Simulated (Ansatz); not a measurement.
**GaSi (quartet): CAM-B3LYP, wB97M-V over a scan of the distance Si1–Ga2, cc-pVDZ**

Aim: run GaSi (quartet) with these functionals over a scan of the distance Si1–Ga2, and hold them against the top wave-function level at the same points.

Computed with Ansatz 0.2.0, Gaussian basis. Level: cc-pVDZ, all electrons in the functionals.

Plan: CAM-B3LYP, wB97M-V, at 1.932 Å; 2.192 Å; 2.418 Å; 2.700 Å; 2.987 Å; 3.385 Å; 3.944 Å; 4.540 Å; 5.430 Å; 6.616 Å; 8.146 Å.

23 further runs of the same task are left out: 2 for a known fault of the program, 18 that didn't finish, 3 set aside as unsound or not needed. Runs told in other sessions of the task aren't counted.

### 1 The geometry

The geometry derives from a PBE0/def2-TZVP stationary point (not a proven minimum). One bond is set to the value named and the two fragments are kept rigid. No spin-orbit coupling is included. The filled d shell of Ga may be among the frozen orbitals whatever the setting's name suggests.

2 atoms, charge 0, spin multiplicity 4.

Atoms are counted from 1 here; the program's logs count them from 0.

Bond lengths: Si1–Ga2 2.418 Å.

No dispersion term is added; wB97M-V holds VV10 nonlocal correlation.

The geometry shown and the zero of energy belong to the point 2.418 Å. The yardstick, FCI, and other wave-function levels (R restricted, U unrestricted, valence and pair active spaces) come from earlier runs.

### 2 CAM-B3LYP, 1.932 Å

The input, in.yaml:

```yaml
crystal:
  periodic: [false, false, false]
  atoms:
    - {symbol: Si, position_ang: [0.000000, 0.000000, 0.000000]}
    - {symbol: Ga, position_ang: [0.000000, 0.000000, 1.932000]}
basis:
  gaussian: {orbitals: cc-pVDZ}
magnetization: {spin_polarized: true, initial_magnetization: 3}
hamiltonian: {xc: {name: CAM-B3LYP}}
```

Started as:

```console
$ ansatz run in.yaml --threads 1 --pin off --events-out ev --progress --plain --max-ram 2393MiB
```

The runs that follow: CAM-B3LYP, 2.192 Å; CAM-B3LYP, 2.418 Å; CAM-B3LYP, 2.700 Å; CAM-B3LYP, 2.987 Å; CAM-B3LYP, 3.385 Å; CAM-B3LYP, 3.944 Å; CAM-B3LYP, 4.540 Å; CAM-B3LYP, 5.430 Å; CAM-B3LYP, 6.616 Å; CAM-B3LYP, 8.146 Å; wB97M-V, 1.932 Å; wB97M-V, 2.192 Å; wB97M-V, 2.418 Å; wB97M-V, 2.700 Å; wB97M-V, 2.987 Å; wB97M-V, 3.385 Å; wB97M-V, 3.944 Å; wB97M-V, 4.540 Å; wB97M-V, 5.430 Å; wB97M-V, 6.616 Å; wB97M-V, 8.146 Å.

Before running them: what should the planned runs give, taken together? Wanted: span of the FCI curve; largest miss, CAM-B3LYP; largest miss, wB97M-V.

As calculated:

| quantity | value |
| --- | --- |
| span of the FCI curve | 205.9 kJ/mol |
| largest miss, CAM-B3LYP | -35.4 kJ/mol (1.932 Å) |
| largest miss, wB97M-V | -35.2 kJ/mol (1.932 Å) |

In words: All of them stay within 35.4 kJ/mol of the yardstick, too close to rank. Functionals and the yardstick converge differently with the basis, so part of each miss in cc-pVDZ is the basis.
